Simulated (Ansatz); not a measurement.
# F3H2NSi: two geometries relaxed

All numbers below are computed with Ansatz 0.2.0 (RKS PBE0-D4/def2-SVP).

### Step 1. Starting point

Bond lengths: N1–Si2 1.653 Å, Si2–F3 1.625 Å, Si2–F4 1.579 Å, Si2–F5 1.603 Å, N1–H6 1.047 Å, N1–H7 1.059 Å. Angles: N1–Si2–F3 107.6°, N1–Si2–F4 107.9°, N1–Si2–F5 108.0°, F3–Si2–F4 113.0°, F3–Si2–F5 110.8°, F4–Si2–F5 109.4°, Si2–N1–H6 107.2°, Si2–N1–H7 106.1°, H6–N1–H7 101.0°.

Coordinates:

```xyz
7

N    -0.1256    0.6986    0.8002
Si    0.2761   -0.4783   -0.2885
F    -0.8226   -0.4355   -1.4848
F     0.3005   -1.8592    0.4763
F     1.7421   -0.1550   -0.8502
H    -1.1326    0.5590    1.0507
H    -0.1767    1.6023    0.2505
```

### Step 2. Relaxing end A

Contents of input.yaml:

```yaml
crystal:
  periodic: [false, false, false]
  atoms:
    - { symbol: "N", position_ang: [-0.1256, 0.6986, 0.8002] }
    - { symbol: Si, position_ang: [0.2761, -0.4783, -0.2885] }
    - { symbol: F, position_ang: [-0.8226, -0.4355, -1.4848] }
    - { symbol: F, position_ang: [0.3005, -1.8592, 0.4763] }
    - { symbol: F, position_ang: [1.7421, -0.155, -0.8502] }
    - { symbol: H, position_ang: [-1.1326, 0.559, 1.0507] }
    - { symbol: H, position_ang: [-0.1767, 1.6023, 0.2505] }
basis:
  gaussian: { orbitals: def2-SVP }
hamiltonian:
  xc: pbe0
  dispersion: d4
relax:
  f_tol: 0.015
  max_steps: 40
output:
  orbitals: {}
```

The run is started by

```
> ansatz run input.yaml --threads 1 --pin off --max-ram 2048MiB --backend cpu --events-out ev --progress --plain --runs-dir out
```

Q: Estimate wall time and peak memory on 1 thread of Arm Neoverse N1, shared host.

About 44 s, with a peak of 0.16 GiB.
